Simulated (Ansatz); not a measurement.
# SnI3Cl: basis-set convergence

How large a basis does SnI3Cl need? Two functionals are run in growing sets.

Computed with Ansatz 0.2.0, Gaussian basis. Level: one geometry, several basis sets.

The runs, in order: PBE0-D4/def2-SVP; ωB97M-V/def2-SVP; PBE0-D4/def2-QZVPP; ωB97M-V/def2-QZVPP; the functionals' def2-TZVPP values are taken from earlier runs.

## Step 1: Structure used throughout

All runs share one geometry, relaxed beforehand with PBE0-D4 in a triple-zeta def2 set. Sn, I take the def2 core potential; no spin-orbit term is included.

SMILES `[Cl][Sn]([I])([I])[I]`, 5 atoms, charge 0, spin multiplicity 1.

Atoms are counted from 1 here; the program's logs count them from 0.

Bond lengths: Cl1–Sn2 2.313 Å, Sn2–I3 2.655 Å, Sn2–I4 2.655 Å, Sn2–I5 2.655 Å. Angles: Cl1–Sn2–I3 108.0°, Cl1–Sn2–I4 108.0°, Cl1–Sn2–I5 108.0°, I3–Sn2–I4 110.9°, I3–Sn2–I5 110.9°, I4–Sn2–I5 110.9°.

## Step 2: PBE0-D4 in def2-SVP

Input file in.yaml:

```yaml
crystal:
  periodic: [false, false, false]
  atoms:
    - {symbol: Cl, position_ang: [0.021566, -0.372724, 2.306743]}
    - {symbol: Sn, position_ang: [0.010152, -0.019323, 0.021323]}
    - {symbol: I, position_ang: [1.562822, -1.857366, -1.101220]}
    - {symbol: I, position_ang: [-2.493896, -0.245777, -0.831747]}
    - {symbol: I, position_ang: [0.949357, 2.421490, -0.436498]}
basis:
  gaussian: {orbitals: def2-SVP}
hamiltonian: {xc: pbe0, dispersion: d4}
output: {orbitals: {seedname: orbitals}}
```

Launch:

```console
$ ansatz run in.yaml --threads 4 --pin off --events-out ev --progress --plain --max-ram 11315MiB
```

The runs that follow: ωB97M-V in def2-SVP; PBE0-D4 in def2-QZVPP; ωB97M-V in def2-QZVPP.

**Question.** What will the summary of the whole plan be? Wanted: PBE0-D4: double and triple zeta above quadruple; ωB97M-V: double and triple zeta above quadruple.

As calculated:

| quantity | value |
| --- | --- |
| PBE0-D4: double and triple zeta above quadruple | 5.90, 0.53 eV |
| ωB97M-V: double and triple zeta above quadruple | 5.88, 0.51 eV |

In words: For PBE0-D4 the step from double to triple zeta gains 5.37 eV and the next only 0.53 eV. These are total energies; as a rule much of such shifts cancels in differences, which this series doesn't test.
